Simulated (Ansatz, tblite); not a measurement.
# SbH2(OMe) (CH₅OSb): a ladder of methods and basis sets

An exercise on one series of results from a longer session: the logs are not shown, and one member is left open.

Computed with Ansatz 0.2.0, Gaussian basis. Level: as each input shows.

The runs, in order: GFN1-xTB, GFN2-xTB, PBE-D4/def2-TZVP, r2SCAN-D4/def2-TZVP, LDA/def2-TZVP, r2SCAN0-D4/def2-TZVP, ωB97M-V/def2-TZVP, B97M-V/def2-TZVP, revPBE-D4/def2-TZVP, B2PLYP/def2-TZVP, B3LYP-D4/def2-TZVP, PBE-D4/def2-SVP, PBE0-D4/def2-SVP, PBE0-D4/def2-TZVPD, PBE-D4/def2-TZVPD, r2SCAN-D4/def2-TZVPD, CCSD(T)/def2-TZVPP, MP2/def2-TZVP, RPA/def2-TZVP.

2 further runs of the same task are left out: 2 set aside as unsound or not needed. Runs told in other sessions of the task aren't counted.

### The geometry

The singlet was relaxed beforehand with PBE0-D4/def2-TZVP.

8 atoms, charge 0, spin multiplicity 1.

Bond lengths: Sb1–H2 1.709 Å, Sb1–H3 1.723 Å, Sb1–O4 1.973 Å, O4–C5 1.405 Å, C5–H6 1.100 Å, C5–H7 1.094 Å, C5–H8 1.099 Å. Angles: H2–Sb1–H3 91.0°, H2–Sb1–O4 91.7°, H3–Sb1–O4 96.0°, Sb1–O4–C5 116.8°, O4–C5–H6 112.9°, O4–C5–H7 107.8°, O4–C5–H8 112.2°, H6–C5–H7 107.8°, H6–C5–H8 108.0°, H7–C5–H8 108.0°.

Sb takes a core potential in the def2 sets. No spin-orbit coupling is included.

PBE0-D4/def2-TZVP was run before; its log isn't repeated, and its numbers join the tables.

The first run:

Tight binding, by tblite at 300 K electronic temperature and without a spin-polarisation term:

```python
tblite.interface.Calculator('GFN1-xTB', numbers, positions, charge=0, uhf=0).singlepoint()
```

Tight binding, by tblite at 300 K electronic temperature and without a spin-polarisation term:

```python
tblite.interface.Calculator('GFN2-xTB', numbers, positions, charge=0, uhf=0).singlepoint()
```

start.molden holds the orbitals of an earlier run on this state, given as this run's starting guess.

Contents of in.yaml:

```yaml
crystal:
  periodic: [false, false, false]
  atoms:
    - {symbol: Sb, position_ang: [1.033711, 1.294666, 0.414851]}
    - {symbol: H, position_ang: [2.286834, 1.440088, -0.738199]}
    - {symbol: H, position_ang: [-0.009160, 2.267472, -0.552269]}
    - {symbol: O, position_ang: [0.461689, -0.435955, -0.340572]}
    - {symbol: C, position_ang: [-0.701467, -1.009046, 0.199672]}
    - {symbol: H, position_ang: [-0.669273, -1.089287, 1.296136]}
    - {symbol: H, position_ang: [-0.796045, -2.020229, -0.206224]}
    - {symbol: H, position_ang: [-1.606288, -0.447710, -0.073396]}
basis:
  gaussian: {orbitals: def2-TZVP, initial_orbitals: start.molden}
hamiltonian: {xc: pbe, dispersion: d4}
scf: {omitted_lower_state_checks: [starts]}
output: {orbitals: {seedname: orbitals}}
```

Run with:

```console
$ ansatz run in.yaml --threads 4 --pin off --events-out ev --progress --plain --max-ram 3916MiB
```

Among the steps run: PBE-D4/def2-TZVP; r2SCAN-D4/def2-TZVP; LDA/def2-TZVP; r2SCAN0-D4/def2-TZVP; ωB97M-V/def2-TZVP; B97M-V/def2-TZVP; revPBE-D4/def2-TZVP; B2PLYP/def2-TZVP; B3LYP-D4/def2-TZVP; PBE-D4/def2-SVP; PBE0-D4/def2-SVP; PBE0-D4/def2-TZVPD; PBE-D4/def2-TZVPD; r2SCAN-D4/def2-TZVPD; CCSD(T)/def2-TZVPP; MP2/def2-TZVP; RPA/def2-TZVP.

One table of the session follows, with a row left open; its other results are not shown here.

It belongs to the step «Levels side by side». 

| level | HOMO (eV) | LUMO (eV) | gap (eV) |
| --- | --- | --- | --- |
| LDA/def2-TZVP | -5.91 | -2.13 | 3.78 |
| PBE-D4/def2-SVP | -5.55 | -1.65 | 3.90 |
| PBE-D4/def2-TZVP | ? | ? | ? |
| PBE-D4/def2-TZVPD | -5.85 | -1.96 | 3.89 |
| revPBE-D4/def2-TZVP | -5.75 | -1.79 | 3.96 |
| r2SCAN-D4/def2-TZVP | -6.08 | -1.65 | 4.44 |
| r2SCAN-D4/def2-TZVPD | -6.13 | -1.70 | 4.43 |
| B97M-V/def2-TZVP | -6.17 | -1.75 | 4.42 |
| B3LYP-D4/def2-TZVP | -6.89 | -1.33 | 5.57 |
| PBE0-D4/def2-SVP | -6.91 | -0.85 | 6.07 |
| PBE0-D4/def2-TZVP | -7.08 | -1.09 | 5.99 |
| PBE0-D4/def2-TZVPD | -7.12 | -1.17 | 5.95 |
| r2SCAN0-D4/def2-TZVP | -7.27 | -0.95 | 6.33 |
| ωB97M-V/def2-TZVP | -9.26 | 0.64 | 9.89 |

Estimate the missing values for PBE-D4/def2-TZVP.

The run gave: HOMO (eV): -5.79; LUMO (eV): -1.89; gap (eV): 3.90. In the column «HOMO (eV)» it lies between PBE-D4/def2-TZVPD (-5.85) and revPBE-D4/def2-TZVP (-5.75).
